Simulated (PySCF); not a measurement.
# From one method to the next for PbO

Starting from one script, swap the method and compare what comes out for PbO.

The runs use PySCF 2.14.0; method and basis as typed in the scripts.

### 1 Where the work starts

PbO: 2 atoms, charge 0, spin multiplicity 1.

Bond lengths: Pb1–O2 1.995 Å.

### 2 Base script

input.py reads:

```python
from pyscf import gto, dft

mol = gto.M(
    atom='Pb 0 0 0; O 0 0 1.995',
    basis='def2-svpd',
    ecp={'Pb': 'def2-svpd'},
    charge=0,
    spin=0,
    verbose=4,
)
mf = dft.RKS(mol, xc='m062x')
mf.kernel()
mf.stability(internal=True, external=True)
mf.dip_moment()
print('orbital energies (hartree):', mf.mo_energy[..., max(0, mol.nelec[1]-3):mol.nelec[0]+3].round(4))
```

Run with:

```console
python input.py
```

### 3 Pbe

Run 1 changes functional: m062x → pbe.

input.py, as its differences from that of step 2:

```diff
@@ -10,3 +10,3 @@
 )
-mf = dft.RKS(mol, xc='m062x')
+mf = dft.RKS(mol, xc='pbe')
 mf.kernel()
```

### 4 MP2 (RHF)

Run 2 changes step after the SCF: stability → mp2; SCF type: RKS → RHF; functional: m062x → none (Hartree–Fock); frozen orbitals: none → 5.

input.py, as its differences from that of step 2:

```diff
@@ -1,2 +1,2 @@
-from pyscf import gto, dft
+from pyscf import gto, scf, mp
 
@@ -10,5 +10,5 @@
 )
-mf = dft.RKS(mol, xc='m062x')
+mf = scf.RHF(mol)
 mf.kernel()
-mf.stability(internal=True, external=True)
+mp.MP2(mf, frozen=5).kernel()
 mf.dip_moment()
```

### 5 O3lyp

Run 3 changes functional: m062x → o3lyp.

input.py, as its differences from that of step 2:

```diff
@@ -10,3 +10,3 @@
 )
-mf = dft.RKS(mol, xc='m062x')
+mf = dft.RKS(mol, xc='o3lyp')
 mf.kernel()
```

Before running it: what results should come out? Wanted: for each run, E(SCF); from base; gap; SCF dipole; after the SCF.

As calculated:

| run | E(SCF) (hartree) | from base (eV) | cycles | gap (eV) | SCF dipole (D) | after the SCF |
| --- | --- | --- | --- | --- | --- | --- |
| base | -267.842080 | 0 | 11 | 6.75 | 5.99 | stable |
| pbe | -267.984647 | not comparable | 12 | 3.01 | 4.87 | stable |
| MP2 (RHF) | -266.578042 | not comparable | 11 | 9.97 | 6.76 | MP2 correlation -9.298 eV, core frozen |
| o3lyp | -268.208872 | not comparable | 10 | 3.81 | 5.27 | stable |

What this shows: The gap between the frontier levels is 3.0 eV with pbe (0 % exact exchange) and 6.8 eV with m062x (54 %): exact exchange opens it. A lower total energy from another functional means nothing by itself.
